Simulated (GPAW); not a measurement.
NiMoIrPdW:

```
Ni Mo Pd Ir W
1.0
     4.14670    0.00000    0.00000
    -2.07335    3.59115    0.00000
     0.00000    0.00000    5.41629
Ni Mo Pd Ir W
1 1 1 1 1
Direct
  0.00000 0.00000 0.02221
  0.66667 0.33333 0.45996
  0.33333 0.66667 0.74601
  0.33333 0.66667 0.25641
  0.66667 0.33333 0.99985
```

The cell was built by a generator and needn't be a form met in nature.

Base run:

* Program: GPAW 26.7.0
* Functional: RPBE
* Potentials or basis: the program's PAW data sets (release 1.2.1) made for this functional
* Cutoff: 600 eV
* Basis: pw
* k mesh: 5 × 5 × 4
* Occupations: fermi-dirac, width 0.05 eV
* Spin: collinear spin, ferromagnetic start
* Starting moments: [1.0, 1.0, 0.0, 0.6, 0.0] μB

Its results: pressure 4.4 GPa; net moment 0.00 μB per cell; largest force 0.126 eV/Å.

Problem. The run is repeated on the same cell with these changes: functional from RPBE to revPBE. What comes out?

Solution. Pressure 3.3 GPa; net moment 0.00 μB per cell; largest force 0.122 eV/Å.

Caveats: the stock nickel data set gives pressures a few GPa off other programs.

Not every run made on this cell is shown here.
